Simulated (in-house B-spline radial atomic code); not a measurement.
# Ga³⁺: a fraction of an electron removed from 3p

Aim: the energy of Ga³⁺ as a fraction of an electron is removed from 3p, to see how far it bends away from a straight line.

Program: in-house B-spline radial atomic code version 1. Level of theory: non-relativistic BHandHLYP, spin-polarised, spherical fractional occupations, point nucleus, basis-set limit. These are calculated values, not measurements, unless marked.

## (1) Starting point

* element: gallium (Z = 31)
* charge: +3
* electrons: 28
* configuration: [Ar] 3d10
* Hamiltonian: non-relativistic
* nucleus: point

Outer shells as boxes (Hund's rule):

[Ar] 3d10
```
[Ar] core
3d [↑↓][↑↓][↑↓][↑↓][↑↓]
```

Where spins are not typed, each open shell is filled with up spins first.

## (2) The start, at fraction 0

Input settings:

```ini
Z = 31
electrons = 28.0
configuration = [Ar] 3d10
hamiltonian = nr
method = bhandhlyp
spin_polarised = True
```

## (3) 0.08 electron removed from 3p

Input settings:

```ini
Z = 31
electrons = 27.92
configuration = [Ne] 3s2 3p5.92 3d10
hamiltonian = nr
method = bhandhlyp
spin_polarised = True
```

## (4) 0.16 electron removed from 3p

Input settings:

```ini
Z = 31
electrons = 27.84
configuration = [Ne] 3s2 3p5.84 3d10
hamiltonian = nr
method = bhandhlyp
spin_polarised = True
```

## (5) 0.35 electron removed from 3p

Input settings:

```ini
Z = 31
electrons = 27.65
configuration = [Ne] 3s2 3p5.65 3d10
hamiltonian = nr
method = bhandhlyp
spin_polarised = True
```

## (6) 0.49 electron removed from 3p

Input settings:

```ini
Z = 31
electrons = 27.509999999999998
configuration = [Ne] 3s2 3p5.51 3d10
hamiltonian = nr
method = bhandhlyp
spin_polarised = True
```

## (7) 0.5 electron removed from 3p

Input settings:

```ini
Z = 31
electrons = 27.5
configuration = [Ne] 3s2 3p5.5 3d10
hamiltonian = nr
method = bhandhlyp
spin_polarised = True
```

## (8) 0.56 electron removed from 3p

Input settings:

```ini
Z = 31
electrons = 27.44
configuration = [Ne] 3s2 3p5.44 3d10
hamiltonian = nr
method = bhandhlyp
spin_polarised = True
```

## (9) 0.74 electron removed from 3p

Input settings:

```ini
Z = 31
electrons = 27.259999999999998
configuration = [Ne] 3s2 3p5.26 3d10
hamiltonian = nr
method = bhandhlyp
spin_polarised = True
```

## (10) 0.85 electron removed from 3p

Input settings:

```ini
Z = 31
electrons = 27.15
configuration = [Ne] 3s2 3p5.15 3d10
hamiltonian = nr
method = bhandhlyp
spin_polarised = True
```

## (11) 0.89 electron removed from 3p

Input settings:

```ini
Z = 31
electrons = 27.11
configuration = [Ne] 3s2 3p5.11 3d10
hamiltonian = nr
method = bhandhlyp
spin_polarised = True
```

## (12) 1 electron removed from 3p

Input settings:

```ini
Z = 31
electrons = 27.0
configuration = [Ne] 3s2 3p5 3d10
hamiltonian = nr
method = bhandhlyp
spin_polarised = True
```

Q: How does the energy change with the fraction, and which way and how far does it bend from the straight line between the ends?

The runs gave:

| fraction | energy change (eV) | less the straight line (eV) | level 3p down (eV) | sum of <r²> (bohr²) |
| --- | --- | --- | --- | --- |
| 0 | 0.0000 | 0.0000 | -143.57 | 12.426 |
| 0.08 | 11.5416 | -0.6689 | -144.97 | 12.284 |
| 0.16 | 23.1962 | -1.2247 | -146.39 | 12.146 |
| 0.35 | 51.3350 | -2.0858 | -149.81 | 11.829 |
| 0.49 | 72.4878 | -2.3013 | -152.38 | 11.604 |
| 0.5 | 74.0125 | -2.3029 | -152.56 | 11.589 |
| 0.56 | 83.1993 | -2.2739 | -153.67 | 11.495 |
| 0.74 | 111.1616 | -1.7852 | -157.03 | 11.220 |
| 0.85 | 128.5494 | -1.1868 | -159.11 | 11.058 |
| 0.89 | 134.9291 | -0.9123 | -159.87 | 11.000 |
| 1 | 152.6308 | 0.0000 | -161.98 | 10.842 |

**Reading.** From fraction 0 to 1 the energy changes by 152.631 eV. It sags under the straight line by up to 2.30 eV (at 0.5). Slater's transition state, the slope from the orbital energy at fraction 0.5 (Janak's theorem), gives 152.560 eV for the whole step. Here exact exchange is taken at spherical fractional occupations, which leaves self-interaction in open p, d and f shells; that spoils the energies somewhat, at whole numbers too.
